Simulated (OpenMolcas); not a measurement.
# Ni⁴⁺ in Cs2GeF6: CASSCF levels and susceptibility

Which state of Ni⁴⁺ lies lowest among these ligands, how large is the field, and what χT follows?

The numbers are computed with OpenMolcas 26.06 (state-averaged CASSCF, spin-orbit coupling by RASSI with atomic mean-field integrals), except any that are marked as measured or tabulated.

1 further run of the same task is left out (it didn't finish).

## Step 1: What is computed

| Property | Result |
| --- | --- |
| Species | Ni⁴⁺ (nickel, Z = 28, 24 electrons) |
| Basis | ANO-RCC-VTZP [6s5p3d2f1g], 143 functions with the ligands |
| Scalar Hamiltonian | DKH2, point nucleus |
| Inactive shells | 1s 2s 2p 3s 3p of the metal, and all ligand shells |
| Active space | 6 electrons in 5 orbitals (3d) |
| Some configurations of this space | 3d6 |
| Orbitals | optimised for each spin and parity, averaged over all roots |

Outer shells as boxes (Hund's rule):

3d6
```
3d [↑↓][↑ ][↑ ][↑ ][↑ ]
```

Ni⁴⁺ is taken with its 6 nearest fluoride ions at 1.79 Å, on the cation site of Cs2GeF6 (a = 9.021 Å). The rest of the host is ab initio model potentials to 7.6 Å and point charges beyond; the distance is set by hand, nothing relaxes, and no local charge compensation is placed. Ligand basis ANO-RCC-VDZP.

```xyz
15

Ni    0.0000    0.0000    0.0000
F     1.7900    0.0000    0.0000
F     0.0000    1.7900    0.0000
F    -1.7900    0.0000    0.0000
F     0.0000   -1.7900    0.0000
F     0.0000    0.0000    1.7900
F     0.0000    0.0000   -1.7900
Cs    2.2553   -2.2553   -2.2553
Cs   -2.2553    2.2553    2.2553
Cs    2.2553   -2.2553    2.2553
Cs   -2.2553    2.2553   -2.2553
Cs    2.2553    2.2553   -2.2553
Cs   -2.2553   -2.2553    2.2553
Cs    2.2553    2.2553    2.2553
Cs   -2.2553   -2.2553   -2.2553
```

The work runs as a chain of OpenMolcas steps in one folder; each step below is one input file. Labels, J, g values, rates, χT and fits are worked out afterwards by a script from the matrices that RASSI stores.

## Step 2: One- and two-electron integrals

a.inp reads:

```
&GATEWAY
Basis set
Ni.ANO-RCC-VTZP.
Ni1 0.0 0.0 0.0 Angstrom
End of basis
Basis set
F.ANO-RCC-VDZP.
L1 1.790000 0.000000 0.000000 Angstrom
L2 0.000000 1.790000 0.000000 Angstrom
L3 0.000000 0.000000 1.790000 Angstrom
End of basis
Basis set
Cs.EMB-AIMP.Seijo.0s.0s.ECP.Cs2GeF6.
PseudoCharge
* 16 symmetry-unique lattice sites within 7.6 angstrom
End of basis
Basis set
F.EMB-AIMP.Seijo.0s.0s.ECP.Cs2GeF6.
PseudoCharge
* 27 symmetry-unique lattice sites within 7.6 angstrom
End of basis
Basis set
Ge.EMB-AIMP.Seijo.0s.0s.ECP.Cs2GeF6.
PseudoCharge
* 6 symmetry-unique lattice sites within 7.6 angstrom
End of basis
Symmetry
XYZ
AngMom=0.0 0.0 0.0
AMFI
RICD
XField
1358 Angstrom 0
* Evjen-weighted lattice charges
&SEWARD
```

The run is started by

```sh
$ OMP_NUM_THREADS=1 MOLCAS_MEM=2457 MOLCAS_PROJECT=a pymolcas a.inp > a.log
```

## Step 3: Reference wave functions, quintets, 5 roots

a.inp reads:

```
&RASSCF
FileOrb=start.orb
Symmetry=1
Spin=5
nActEl=6 0 0
Inactive=18 21
Ras2=5 0
CIRoot=5 5 1
SDav=5
CIMx=300
Iter=150 100
PrWF=0.3
OrbListing=Nothing
MaxOrb=0
LevShft=1.0
>>> COPY $Project.JobIph JOB001
```

start.orb holds start orbitals that the driver prepared beforehand, or those of the step before.

## Step 4: CASSCF: triplets, 45 roots

a.inp reads:

```
&RASSCF
FileOrb=start.orb
Symmetry=1
Spin=3
nActEl=6 0 0
Inactive=18 21
Ras2=5 0
CIRoot=45 45 1
SDav=45
CIMx=300
Iter=150 100
PrWF=0.3
OrbListing=Nothing
MaxOrb=0
LevShft=1.0
>>> COPY $Project.JobIph JOB002
```

## Step 5: CASSCF: singlets, 50 roots

a.inp reads:

```
&RASSCF
FileOrb=start.orb
Symmetry=1
Spin=1
nActEl=6 0 0
Inactive=18 21
Ras2=5 0
CIRoot=50 50 1
SDav=50
CIMx=300
Iter=150 100
PrWF=0.3
OrbListing=Nothing
MaxOrb=0
LevShft=1.0
>>> COPY $Project.JobIph JOB003
```

## Step 6: State interaction with spin-orbit coupling

a.inp reads:

```
&RASSI
NrOfJobIphs=3 5 45 50
1 2 3 4 5
1 2 3 4 5 6 7 8 9 10 11 12 13 14 15 16 17 18 19 20 21 22 23 24 25 26 27
28 29 30 31 32 33 34 35 36 37 38 39 40 41 42 43 44 45
1 2 3 4 5 6 7 8 9 10 11 12 13 14 15 16 17 18 19 20 21 22 23 24 25 26 27
28 29 30 31 32 33 34 35 36 37 38 39 40 41 42 43 44 45 46 47 48 49 50
IphNames
JOB001
JOB002
JOB003
EJob
SpinOrbit
DIPRint=1.0
SOCoupling=1000.0
Subsets=2
Property=9
'ANGMOM' 1 'ANGMOM' 2 'ANGMOM' 3 'MLTPL  1' 1 'MLTPL  1' 2 'MLTPL  1' 3
'AMFI' 1 'AMFI' 2 'AMFI' 3
SOProperty=3
'ANGMOM' 1 'ANGMOM' 2 'ANGMOM' 3
```

Before running it: what results should come out? Wanted: spin-free ground state; first state of the same spin within the active space; lowest level; next level.

The runs gave:

```
                                            quantity                            value
                                              method                           CASSCF
                              spin-free ground state  5T2, 3-fold in its orbital part
first state of the same spin within the active space                 5E at 19600 cm⁻¹
                                        lowest level                        3-fold T2
                                          next level                       312.6 cm⁻¹
                                         χT at 300 K                   4.08 cm³ K/mol
                           effective moment at 300 K                          5.71 μB
```

**Reading.** The spin-free ground state (5T2) is 3-fold and keeps the highest spin of the shell. χT at 300 K is 4.08, against 3.01 cm³ K/mol for the spin alone, so orbital moment adds to it. An active space of the d shell alone favours high spin; real ions in strong fields can be low spin. A ligand-field fit to the states below 45000 cm-1 gives 10Dq = 19048 cm-1, B = 888 cm-1 and C = 4423 cm-1 (C/B = 4.98), with a deviation of 954 cm-1. With metal d orbitals alone active, the gaps between spin states are rough; where two lie within a few thousand cm-1, their order is open. The bonds are covalent and no ligand orbital is active, so the numbers are rough.
